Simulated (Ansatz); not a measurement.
This was printed by a script on Ansatz 0.2.0 through its Python package, for a ladder of basis sets of CH4OSe, SMILES OC[SeH]. What did the script look like? Level of theory (for the species named): B3LYP, def2-SVP basis, multiplicity 1. The script varies basis: def2-SVP, def2-SVPD, def2-TZVP, def2-TZVPP.

```
atom    x (Å)    y (Å)    z (Å)
   O  -1.1551   0.4192  -0.7853
   C  -0.1624   0.3102   0.1199
  Se   1.1481  -0.9077  -0.6035
   H  -1.6087  -0.3939  -0.8196
   H  -0.5429  -0.0797   1.0724
   H   0.3147   1.3169   0.2946
   H   2.0676  -0.7331   0.6759
```

```console
$ python run_basis.py
def2-SVP         80 orbitals  reference   -2516.911360 Ha  total   -2516.911360 Ha
def2-SVPD       116 orbitals  reference   -2516.930935 Ha  total   -2516.930935 Ha
def2-TZVP       134 orbitals  reference   -2517.347900 Ha  total   -2517.347900 Ha
def2-TZVPP      166 orbitals  reference   -2517.350952 Ha  total   -2517.350952 Ha
def2-SVP       lies   11.9619 eV above def2-TZVPP
def2-SVPD      lies   11.4292 eV above def2-TZVPP
def2-TZVP      lies    0.0830 eV above def2-TZVPP
def2-TZVPP     lies    0.0000 eV above def2-TZVPP
```

The script that was run (others could print the same):

`run_basis.py`
```python
# -*- coding: utf-8 -*-
import ansatz as az

GEOMETRY = '''
O    -1.15510    0.41920   -0.78530
C    -0.16240    0.31020    0.11990
Se    1.14810   -0.90770   -0.60350
H    -1.60870   -0.39390   -0.81960
H    -0.54290   -0.07970    1.07240
H     0.31470    1.31690    0.29460
H     2.06760   -0.73310    0.67590
'''


def main():
    system = az.Crystal.molecule()
    for line in GEOMETRY.strip().splitlines():
        symbol, *xyz = line.split()
        system = system.atom(symbol, [float(v) for v in xyz])

    setup = system.calculation().functional('B3LYP')

    energies = {}
    for basis in ['def2-SVP', 'def2-SVPD', 'def2-TZVP', 'def2-TZVPP']:
        report = setup.basis(gaussian=basis).run().report
        size = report['n_frozen'] + report['n_occupied'][0] + report['n_virtual'][0]
        energies[basis] = (report['reference_energy_ev'] / 27.211386246, report['free_energy_ev'] / 27.211386246)
        print(f'{basis:14s} {size:4d} orbitals  reference {energies[basis][0]:14.6f} Ha  total {energies[basis][1]:14.6f} Ha')

    last = energies['def2-TZVPP'][1]
    for basis, (_, total) in energies.items():
        print(f'{basis:14s} lies {27.211386 * (total - last):9.4f} eV above def2-TZVPP')


if __name__ == '__main__':
    main()
```

Against def2-SVP: def2-SVPD -19.6 mHa, def2-TZVP -436.5 mHa and def2-TZVPP -439.6 mHa. The last step alone is -3.05 mHa (these two sets differ little on atoms other than hydrogen). From the first set to the last the time grows from 1.1 to 2.2 s.

Notes:
- The drop along the ladder measures the basis error, and is no property of the molecule.
- The geometry is a force-field or estimated start, not a minimum of this method, and the last set is no limit. Much of the fall in a total is atomic energy, which cancels in bond and reaction energies.
- b3lyp holds the VWN-RPA fit, as in Gaussian; the form of ORCA and Turbomole is b3lyp5.
- Finished in 7.3 s on 1 thread of Intel(R) Xeon(R) 6975P-C (Granite Rapids), with other jobs on the host, peak memory 0.37 GiB.
